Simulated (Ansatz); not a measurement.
**CH5FO2Ti: how energies converge with the basis set**

Aim: see how fast density functionals converge with the basis set for CH5FO2Ti.

Method: one geometry, several basis sets; program: Ansatz 0.2.0, Gaussian basis.

The runs, in order: PBE0-D4/def2-SVP; ωB97M-V/def2-SVP; PBE0-D4/def2-QZVPP; ωB97M-V/def2-QZVPP; the functionals' def2-TZVPP values are taken from earlier runs.

**1. The geometry**

The geometry comes from an earlier relaxation with PBE0-D4 in a triple-zeta def2 set; it is a stationary point, not always the lowest conformer.

10 atoms, charge 0, spin multiplicity 1.

Atoms are counted from 1 here; the program's logs count them from 0.

Bond lengths: C1–Ti2 2.059 Å, C1–H6 1.094 Å, C1–H7 1.094 Å, C1–H8 1.093 Å, Ti2–O3 1.786 Å, Ti2–O4 1.778 Å, Ti2–F5 1.766 Å, O3–H9 0.957 Å, O4–H10 0.956 Å. Angles: Ti2–C1–H6 109.0°, Ti2–C1–H7 109.4°, Ti2–C1–H8 110.1°, H6–C1–H7 109.6°, H6–C1–H8 109.4°, H7–C1–H8 109.4°, C1–Ti2–O3 105.5°, C1–Ti2–O4 105.5°, C1–Ti2–F5 105.8°, O3–Ti2–O4 113.1°, O3–Ti2–F5 112.4°, O4–Ti2–F5 113.8°, Ti2–O3–H9 136.3°, Ti2–O4–H10 144.0°.

**2. PBE0-D4 in def2-SVP**

in.yaml reads:

```yaml
crystal:
  periodic: [false, false, false]
  atoms:
    - {symbol: C, position_ang: [-1.346000, -0.108256, -0.562884]}
    - {symbol: Ti, position_ang: [0.436704, 0.347194, 0.361551]}
    - {symbol: O, position_ang: [0.538612, -0.751331, 1.766487]}
    - {symbol: O, position_ang: [1.695259, 0.038833, -0.856402]}
    - {symbol: F, position_ang: [0.309387, 2.042057, 0.841564]}
    - {symbol: H, position_ang: [-2.163219, 0.037204, 0.149573]}
    - {symbol: H, position_ang: [-1.488793, 0.551477, -1.423625]}
    - {symbol: H, position_ang: [-1.339137, -1.147941, -0.900367]}
    - {symbol: H, position_ang: [1.065492, -1.510684, 2.014860]}
    - {symbol: H, position_ang: [2.374897, 0.450146, -1.387855]}
basis:
  gaussian: {orbitals: def2-SVP}
hamiltonian: {xc: pbe0, dispersion: d4}
output: {orbitals: {seedname: orbitals}}
```

The runs that follow: ωB97M-V in def2-SVP; PBE0-D4 in def2-QZVPP; ωB97M-V in def2-QZVPP.

Before running them: what should the planned runs give, taken together? Wanted: PBE0-D4: double and triple zeta above quadruple; ωB97M-V: double and triple zeta above quadruple.

As calculated:

| quantity | value |
| --- | --- |
| PBE0-D4: double and triple zeta above quadruple | 13.82, 0.89 eV |
| ωB97M-V: double and triple zeta above quadruple | 14.03, 0.83 eV |

What this shows: PBE0-D4 gains 12.93 eV from double to triple zeta, then 0.89 eV more. Total energies overstate the basis error of differences, where much of it tends to cancel.
